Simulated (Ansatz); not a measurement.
YbB2, space group P6/mmm: a check of PAW against all-electron LAPW, run with Ansatz's Python interface.

The script, `run_paw_lapw.py`:
```python
"""PAW against all-electron LAPW for YbB2."""

import ansatz as az
import numpy as np
from pymatgen.core import Lattice, Structure
from pymatgen.io.ase import AseAtomsAdaptor

FUNCTIONAL = "pbe"
K_SPACING = 0.22
FILLING = "gaussian"
SIGMA = 0.15


def count_gap(report):
    # lowest empty less highest filled band, counting bands; zero where they overlap
    return max(report.get("gap_by_band_count_ev") or 0.0, 0.0)

pmg_structure = Structure(
    Lattice([[3.2503, 0.0, 0.0], [-1.62515, 2.814842, 0.0], [0.0, 0.0, 3.7315]]),
    ["Yb", "B", "B"],
    [
        [0.0, 0.0, 0.0],
        [1 / 3, 2 / 3, 0.5],
        [2 / 3, 1 / 3, 0.5],
    ],
)
xtal = az.Crystal.from_ase(AseAtomsAdaptor.get_atoms(pmg_structure))

model = (
    xtal.calculation()
    .functional(FUNCTIONAL)
    .kpoints(spacing=K_SPACING)
    .occupations(FILLING, width=SIGMA)  # smearing steadies the SCF of a metal
    .stress()  # positive in compression
    .forces()  # eV per angstrom
    .band_table()  # levels at the mesh points
)
variants = {
    "PAW": model.pseudopotentials("paw"),
    "LAPW": model.pseudopotentials("all_electron", lapw=True),
}
# totals differ by the cores that each treatment holds, so compare what does not depend on them
rows = []
for label, variant in variants.items():
    rep = variant.run(threads=1).report
    levels = np.array(rep["eigenvalues_ev"][0]) - rep["fermi_energy_ev"]
    print(label, "levels at the first k-point near E_F:", np.round(levels[np.abs(levels) < 5], 3))
    rows.append((label, rep["n_electrons"], np.trace(rep["stress_gpa"]) / 3, float(np.abs(rep["forces_ev_ang"]).max()), count_gap(rep)))
print("     treatment  electrons in bands           P GPa  max force component eV/A  gap by band count eV")
for row in rows:
    print(f"{str(row[0]):>14s}  {row[1]:18.1f}  {row[2]:14.3f}  {row[3]:24.4f}  {row[4]:20.3f}")
```

How well do the two treatments of the cores agree on the pressure?

PAW gives 2.255 GPa and LAPW 2.246 GPa, 0.009 GPa apart. They took 2.7 and 43.4 s of processor time.

The output:

`python run_paw_lapw.py` gives:
```text
DeckWarning: basis.ecutwfc = 420 eV, auto-derived from the records' recommended cutoffs: set by Yb (normal level)
PAW levels at the first k-point near E_F: [-1.482 -0.696 -0.557 -0.557 -0.465 -0.465 -0.415 -0.415 -0.342 -0.203
  0.153]
LAPW levels at the first k-point near E_F: [-1.485 -0.693 -0.557 -0.557 -0.464 -0.464 -0.417 -0.417 -0.338 -0.204
  0.151]
     treatment  electrons in bands           P GPa  max force component eV/A  gap by band count eV
           PAW                30.0           2.255                    0.0000                 0.000
          LAPW                50.0           2.246                    0.0000                 0.000
```
(Warnings from the package without file and line.)

Semilocal functionals put the nearly full 4f shell of Yb too close to the Fermi level. The computed bands are complete only to about 4.1 eV above the Fermi level. The free energy holds a sizeable smearing term, which stands for no physical temperature. A gap by band count of zero or less means overlapping bands, a metal. The structure is a deposited one; some such entries were measured under pressure or heat, so a shift against it needn't be the functional's error alone. Levels are Kohn-Sham eigenvalues on this mesh, without spin-orbit coupling. Pressure is positive in compression; the treatments may keep other shells as core, so totals and counts of electrons can differ. Finished in 55 s on 1 thread of Intel(R) Xeon(R) Processor @ 2.30GHz (shared host), peak memory 0.84 GiB.
